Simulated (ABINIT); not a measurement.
A run of ABINIT 10.8.3 (patched build) is set up as follows.

The input run.abi:

```
ndtset 3

pp_dirpath "./"
pseudos "Ta.upf, F.upf"

acell 3*1.0
rprim
     7.3721995574     0.0000000000     0.0000000000
     0.0000000000     7.3721995574     0.0000000000
     0.0000000000     0.0000000000     7.3721995574
ntypat 2
znucl 73 9
natom 4
typat 1 2 2 2
xred
            0.0            0.0            0.0
            0.0            0.0            1/2
            0.0            1/2            0.0
            1/2            0.0            0.0

ecut 979.609905 eV

ngkpt 8 8 8
nshiftk 1
shiftk 0.5 0.5 0.5
istwfk *1

ixc -116133

occopt 3
tsmear 0.05 eV

nstep 80

iomode 3
prteig 0
prtebands 0

nband1 21
tolvrs1 1.0e-12
prtden1 1
prtwf1 0
kptopt1 1

iscf2 -3
getden2 1
nband2 33
nbdbuf2 4
tolwfr2 1.0e-12
nstep2 120
prtden2 0
kptopt2 1

optdriver3 8
wfk_task3 "wfk_optics_fullbz"
getwfk3 2
nband3 29
kptopt3 1
prtevk3 1
inclvkb3 2
```

Contents of optic.abi:

```
&FILES
 ddkfile_1 = 'runo_DS3_1_EVK.nc',
 ddkfile_2 = 'runo_DS3_2_EVK.nc',
 ddkfile_3 = 'runo_DS3_3_EVK.nc',
 wfkfile = 'runo_DS3_WFK.nc'
/
&PARAMETERS
 broadening = 0.001837,
 domega = 0.002,
 maxomega = 0.8,
 scissor = 0.000000,
 tolerance = 0.002
/
&COMPUTATIONS
 num_lin_comp = 1,
 lin_comp = 11,
 num_nonlin_comp = 0
/
```

Potentials or basis: PseudoDojo NC SR PBEsol v0.4.1 standard.

Launch:

```bash
$ abinit run.abi > log 2>&1
$ optic optic.abi > optic.log 2>&1
```

(1) What does it give for the pressure?

Answers

(1) 18.0 GPa.

Caveat: the cutoff is short for stress, so the pressure is rough; so large a pressure means that the cell lies far from this level's equilibrium, or that cutoff or potentials fall short.
